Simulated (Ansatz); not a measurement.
Which YAML input does this script hand to the engine? (Ansatz's Python interface)

`c2h5fges2.py`
```python
"""Electronic structure of the C2H5FGeS2 molecule."""

import argparse

import ansatz as az

parser = argparse.ArgumentParser(description="Electronic structure of the C2H5FGeS2 molecule.")
parser.add_argument("--basis", default="def2-SVPD", help="basis")
parser.add_argument("--xc", required=True, help="exchange-correlation functional")
args = parser.parse_args()

mol = (
    az.Crystal.molecule()
    .atom("F", (2.563, -0.6547, 1.5931))
    .atom("Ge", (1.5172, 0.4787, 0.7536))
    .atom("S", (1.1636, -0.2052, -1.3146))
    .atom("C", (-0.6353, 0.0312, -1.1128))
    .atom("C", (-1.13, -0.5322, 0.223))
    .atom("S", (-0.5062, 0.4446, 1.6334))
    .atom("H", (2.1058, 1.9123, 0.7762))
    .atom("H", (-0.8785, 1.1131, -1.1831))
    .atom("H", (-1.151, -0.4936, -1.9442))
    .atom("H", (-2.2396, -0.5038, 0.2432))
    .atom("H", (-0.809, -1.5903, 0.3323))
)

setup = (
    mol.calculation()
    .basis(gaussian=args.basis)
    .functional(args.xc)
)
done = setup.run(threads=1, backend="cpu")
r = done.report

print("reference energy %16.6f eV" % r["reference_energy_ev"])
print("total energy     %16.6f eV" % r["free_energy_ev"])
print("occupied (up, down):", r["n_occupied"], " virtual:", r["n_virtual"], " frozen:", r["n_frozen"])
```

```console
$ python c2h5fges2.py --xc r2scan
reference energy    -83042.922059 eV
total energy        -83042.922059 eV
occupied (up, down): [45, 45]  virtual: [150, 150]  frozen: 0
```

`input.yaml`:
```yaml
crystal:
  periodic: [false, false, false]
  atoms:
    - { symbol: F, position_ang: [2.563, -0.6547, 1.5931] }
    - { symbol: Ge, position_ang: [1.5172, 0.4787, 0.7536] }
    - { symbol: S, position_ang: [1.1636, -0.2052, -1.3146] }
    - { symbol: C, position_ang: [-0.6353, 0.0312, -1.1128] }
    - { symbol: C, position_ang: [-1.13, -0.5322, 0.223] }
    - { symbol: S, position_ang: [-0.5062, 0.4446, 1.6334] }
    - { symbol: H, position_ang: [2.1058, 1.9123, 0.7762] }
    - { symbol: H, position_ang: [-0.8785, 1.1131, -1.1831] }
    - { symbol: H, position_ang: [-1.151, -0.4936, -1.9442] }
    - { symbol: H, position_ang: [-2.2396, -0.5038, 0.2432] }
    - { symbol: H, position_ang: [-0.809, -1.5903, 0.3323] }
basis:
  gaussian: { orbitals: def2-SVPD }
hamiltonian:
  xc: r2scan
```

On the command line:
```console
$ ansatz run input.yaml --threads 1 --pin off --max-ram 4096MiB --backend cpu --events-out ev --progress --plain --runs-dir out
Engine: ansatz 0.2.0, x86_64-unknown-linux-gnu
Functional definition: r2SCAN
  parameter k0 = 0.174
  parameter k1 = 0.065
  parameter a1 = 4.9479
  exchange = r2scan_x(k0 = k0, k1 = k1, a1 = a1)
  correlation = r2scan_c
1792 factors; their error is unknown
mean field evaluation 1: about -83035.6546 eV, gradient 5.9e1 eV
mean field evaluation 2: about -83016.2530 eV, gradient 1.1e2 eV
mean field evaluation 4: about -83042.8687 eV, gradient 7.6e0 eV
mean field evaluation 8: about -83042.9219 eV, gradient 2.3e-1 eV
mean field evaluation 16: about -83042.9220 eV, gradient 3.4e-5 eV
mean field -83042.92203723 eV, -3051.7710963538 hartree, gradient 3.4e-5 eV, S^2 0.000000; 0 other end points of the search recorded, 0 dependent functions left out
reference -83042.92205912 eV, -3051.7710971585 hartree; 45, 45 occupied and 150, 150 virtual orbitals, 1792 factors
Total energy: -83042.92205912 eV, -3051.7710971585 hartree
```

Caveats:
- Total energies depend on the basis set; only differences at equal settings carry meaning.
- The geometry is a force-field or estimated start, not a minimum of this method, and the basis set is short of its limit.
- Run time: 17 s on 1 thread of Intel(R) Xeon(R) Platinum 8259CL CPU @ 2.50GHz (Skylake/Cascade Lake) (shared host), peak memory 0.4 GiB.

(A comment or docstring line of the script was reworded after the run, the code is as it ran; lines on the test bed's own set-up are left out of the output.)
